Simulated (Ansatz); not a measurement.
# AlGeNH+ (quintet): the correlation ladder, cc-pVDZ

An exercise on one series of results from a longer session: the logs are not shown, and one member is left open.

Program: Ansatz 0.2.0, Gaussian basis. Level of theory: cc-pVDZ, core rule «outside noble gas», up to 20 orbitals frozen. These are calculated values, not measurements.

The runs, in order: UHF; CCSD(T) on ROHF; CCSD(T) on UHF; BCCD(T) on ROHF; CISD as a restricted active space (open shells left free, so some higher excitations enter); CCSDT(Q) on ROHF; CCSDT(Q) on UHF.

32 further runs of the same task are left out: 16 that didn't finish, 16 set aside as unsound or not needed. Runs told in other sessions of the task aren't counted.

## What is computed

The geometry is a PBE0/def2-TZVP stationary point (not a proven minimum) of the parent state, kept for this charge and spin. No spin-orbit coupling is included. The filled d shell of Ge may be among the frozen orbitals whatever the setting's name suggests.

4 atoms, charge 1, spin multiplicity 5.

Atoms are counted from 1 here; the program's logs count them from 0.

Bond lengths: Al1–N2 1.811 Å, Al1–H4 1.612 Å, N2–Ge3 1.878 Å. Angles: N2–Al1–H4 112.4°, Al1–N2–Ge3 159.7°.

Set-up of the first run:

Contents of in.yaml:

```yaml
crystal:
  periodic: [false, false, false]
  atoms:
    - {symbol: Al, position_ang: [0.000000, -0.029851, 2.515204]}
    - {symbol: N, position_ang: [0.000000, -0.315813, 0.727167]}
    - {symbol: Ge, position_ang: [0.000000, 0.050623, -1.114506]}
    - {symbol: H, position_ang: [0.000000, 1.539428, 2.885491]}
basis:
  gaussian: {orbitals: cc-pVDZ}
total_charge: 1
magnetization: {spin_polarized: true, initial_magnetization: 4}
hamiltonian: {xc: hf}
output: {orbitals: {seedname: orbitals}}
```

Run with:

```
> ansatz run in.yaml --threads 1 --pin off --events-out ev --progress --plain --max-ram 2393MiB
```

Steps of the session up to this table: UHF; CCSD(T) on ROHF; CCSD(T) on UHF; BCCD(T) on ROHF; CISD as a restricted active space (open shells left free, so some higher excitations enter); CCSDT(Q) on ROHF; CCSDT(Q) on UHF.

One of the session's tables, all rows but one given; the rest of the session is left out.

| method | from UCCSDT(Q) (kcal/mol) |
| --- | --- |
| ROHF | +148.38 |
| UHF | +140.79 |
| RMP2 | +31.33 |
| UMP2 | +31.28 |
| RCCSD | +4.47 |
| UCCSD | +4.23 |
| RCCSD(T) | +1.21 |
| UCCSD(T) | +1.09 |
| BCCD(T) | +1.18 |
| RCCSDT | ? |
| UCCSDT | +0.20 |
| RCCSDT(Q) | +0.13 |
| UCCSDT(Q) | 0 |

Estimate the missing values for RCCSDT.

The run gave: from UCCSDT(Q) (kcal/mol): +0.32. In the column «from UCCSDT(Q) (kcal/mol)» it lies between UCCSDT (+0.20) and UCCSD(T) (+1.09).

Not comparable, so not listed: CISD as a restricted active space (open shells left free, so some higher excitations enter) (they don't share determinant, frozen orbitals or solution with the rows shown, or repeat one).

To keep in mind: Restricted and unrestricted rows rest on different reference determinants; a gap between their highest levels can come from leftover correlation error, from unlike frozen cores or from another state.
